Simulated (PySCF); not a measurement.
**C2HAlCl2 (AlCl2(CCH)): HF/def2-TZVP (density fitting with def2-universal-jkfit)**

Aim: the vertical ionisation energy of C2HAlCl2 (AlCl2(CCH)) at HF/def2-TZVP (density fitting with def2-universal-jkfit), from 2 runs. 

Program for the calculation: PySCF 2.14.0.

2 further runs of the same task are left out: 2 set aside as unsound or not needed.

### 1 The system as given

C2HAlCl2: 6 atoms, total charge 0, spin state singlet. SMILES: `C#[C][Al]([Cl])[Cl]`. The shape comes from GFN2-xTB, which is rough for such elements, and wasn't checked as a minimum.

Bond lengths: Al1–Cl2 2.026 Å, Al1–Cl3 2.027 Å, Al1–C4 1.938 Å, C4–C5 1.209 Å, C5–H6 1.055 Å. Angles: Cl2–Al1–Cl3 122.0°, Cl2–Al1–C4 119.0°, Cl3–Al1–C4 118.9°, Al1–C4–C5 179.9°, C4–C5–H6 179.9°.

### 2 A single-point energy at HF/def2-TZVP (density fitting with def2-universal-jkfit)

File input.py:

```python
from pyscf import gto

mol = gto.M(
    atom='''
Al     1.147196     1.999859     0.018293
Cl     4.975120     1.947438     0.099078
Cl    -0.839605     5.275359    -0.038645
C     -0.674065    -1.176562    -0.007275
C     -1.809375    -3.158016    -0.026248
H     -2.799251    -4.888079    -0.045202
''',
    verbose=3,
    unit='bohr',
    basis='def2-tzvp',
    max_memory=1860,
)

hf = mol.RHF()
hf = hf.density_fit(auxbasis='def2-universal-jkfit')
hf.conv_tol = 1e-10
hf.kernel()
if not hf.converged:
    hf = hf.newton().run(hf.mo_coeff, hf.mo_occ)

etot = hf.e_tot
print(f'total energy: {etot:.8f} hartree')
```

The run is started by

```sh
$ OMP_NUM_THREADS=1 python input.py
```

Output:

```text
converged SCF energy = -1237.40539941216
total energy: -1237.40539941 hartree
```

It took 6.9 s on 1 thread of Arm Neoverse V1, shared host; peak memory 0.26 GiB.

### 3 The doublet cation

File input.py:

```python
from pyscf import gto

mol = gto.Mole()
mol.atom = '''
Al     0.607070     1.058280     0.009680
Cl     2.632720     1.030540     0.052430
Cl    -0.444300     2.791600    -0.020450
C     -0.356700    -0.622610    -0.003850
C     -0.957480    -1.671150    -0.013890
H     -1.481300    -2.586660    -0.023920
'''
mol.max_memory = 1860
mol.charge = 1
mol.verbose = 3
mol.basis = 'def2-tzvp'
mol.spin = 1
mol.build()

myscf = mol.UHF()
myscf = myscf.density_fit(auxbasis='def2-universal-jkfit')
myscf.conv_tol = 1e-10
myscf.kernel()
if not myscf.converged:
    myscf = myscf.newton().run(myscf.mo_coeff, myscf.mo_occ)

e_tot = myscf.e_tot
print('E(%s) = %.9f' % ('HF', e_tot))
```

The run is started by

```sh
$ OMP_NUM_THREADS=1 python input.py
```

Output:

```text
converged SCF energy = -1237.05739063632  <S^2> = 0.75691417  2S+1 = 2.0069023
E(HF) = -1237.057390636
```

Wall time 16 s (1 thread of Arm Neoverse V1, shared host); peak memory 0.3 GiB.

### 4 Summary of results

Level: HF/def2-TZVP (density fitting with def2-universal-jkfit).

| quantity | value |
| --- | --- |
| singlet C2HAlCl2: total energy | -1237.40540 Eh |
| singlet C2HAlCl2: dipole moment | 1.27 D |
| singlet C2HAlCl2: HOMO energy | -11.15 eV |
| singlet C2HAlCl2: LUMO energy | 1.52 eV |
| singlet C2HAlCl2: HOMO–LUMO gap | 12.67 eV |
| doublet cation: total energy | -1237.05739 Eh |
| doublet cation: HOMO energy (highest over α and β) | -16.90 eV |
| doublet cation: LUMO energy (lowest over α and β) | -8.01 eV |
| doublet cation: ⟨S²⟩ | 0.757 |
| vertical ionisation energy (to the doublet cation) | 9.470 eV |

What this shows: Removing an electron at fixed nuclei costs 9.47 eV (218 kcal/mol). −ε(HOMO) before ionisation, 11.15 eV, is 1.68 eV above this ionisation energy. Mulliken charges (singlet C2HAlCl2) run from -0.43 on C4 to +0.86 on Al1.
